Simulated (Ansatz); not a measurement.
# GaC+ (singlet): from Hartree-Fock to the top rungs at distance C1–Ga2 = 4.577 Å, cc-pVDZ

An exercise on one series of results from a longer session: the logs are not shown, and one member is left open.

The runs use Ansatz 0.2.0, Gaussian basis; cc-pVDZ, core rule «outside noble gas», up to 15 orbitals frozen.

To be run: UHF; CCSD(T) on RHF; CCSD(T) on UHF; BCCD(T) on RHF; CISD; CCSDT(Q) on RHF; CCSDT(Q) on UHF; CCSDTQ on RHF; CASSCF and MRCISD+Q, 2 electrons in 2 orbitals; CASSCF and NEVPT2, 2 electrons in 2 orbitals; CASSCF and MRCISD+Q, 6 electrons in 8 orbitals; CASSCF and MRCISD+Q(relaxed), 6 electrons in 8 orbitals; CASSCF and NEVPT2, 6 electrons in 8 orbitals; Full CI.

35 further runs of the same task are left out: 9 for a known fault of the program, 19 that didn't finish, 7 set aside as unsound or not needed. Runs told in other sessions of the task aren't counted.

## What is computed

The geometry derives from a PBE0/def2-TZVP stationary point (not a proven minimum). One bond is set to the value named and the two fragments are kept rigid. No spin-orbit coupling is included. The filled d shell of Ga may be among the frozen orbitals whatever the setting's name suggests.

2 atoms, charge 1, spin multiplicity 1.

Atoms are counted from 1 here; the program's logs count them from 0.

No contacts short enough for the rule that draws bonds.

The first run:

File in.yaml:

```yaml
crystal:
  periodic: [false, false, false]
  atoms:
    - {symbol: C, position_ang: [0.000000, 0.000000, 0.000000]}
    - {symbol: Ga, position_ang: [0.000000, 0.000000, 4.577000]}
basis:
  gaussian: {orbitals: cc-pVDZ}
total_charge: 1
magnetization: {spin_polarized: true, initial_magnetization: 0}
hamiltonian: {xc: hf}
output: {orbitals: {seedname: orbitals}}
```

Started as:

```console
$ ansatz run in.yaml --threads 1 --pin off --events-out ev --progress --plain --max-ram 2393MiB
```

Among the steps run: UHF; CCSD(T) on RHF; CCSD(T) on UHF; BCCD(T) on RHF; CISD; CCSDT(Q) on RHF; CCSDT(Q) on UHF; CCSDTQ on RHF; CASSCF and MRCISD+Q, 2 electrons in 2 orbitals; CASSCF and NEVPT2, 2 electrons in 2 orbitals; CASSCF and MRCISD+Q, 6 electrons in 8 orbitals; CASSCF and MRCISD+Q(relaxed), 6 electrons in 8 orbitals; CASSCF and NEVPT2, 6 electrons in 8 orbitals; Full CI.

One of the session's tables, all rows but one given; the rest of the session is left out.

| method | from FCI (kJ/mol) |
| --- | --- |
| RHF | +378.0 |
| RMP2 | ? |
| CISD | +50.0 |
| RCCSD | +16.9 |
| RCCSD(T) | +9.3 |
| BCCD(T) | +9.3 |
| RCCSDT | +7.5 |
| RCCSDT(Q) | +4.1 |
| RCCSDTQ | 0.0 |
| FCI | 0 |

Q: Estimate the row for RMP2 from the others.

**Answer.** from FCI (kJ/mol): +141.7. In the column «from FCI (kJ/mol)» it lies between CISD (+50.0) and RHF (+378.0).

Not comparable, so not listed: CASSCF and MRCISD+Q, 2 electrons in 2 orbitals (they don't share determinant, frozen orbitals or solution with the rows shown, or repeat one).

Limits of these values: Left out of the table: CASSCF pair, NEVPT2 pair, CASSCF valence, NEVPT2 valence, MRCISD valence, MRCISD+Q valence (the active space lost an orbital or holds another state than full CI finds). Left out of the table: UHF, UMP2, UCCSD, UCCSD(T), UCCSDT, UCCSDT(Q), MRCISD+Q(relaxed) valence (another determinant or state than the rows shown). Warnings in the runs' records: passed over end.
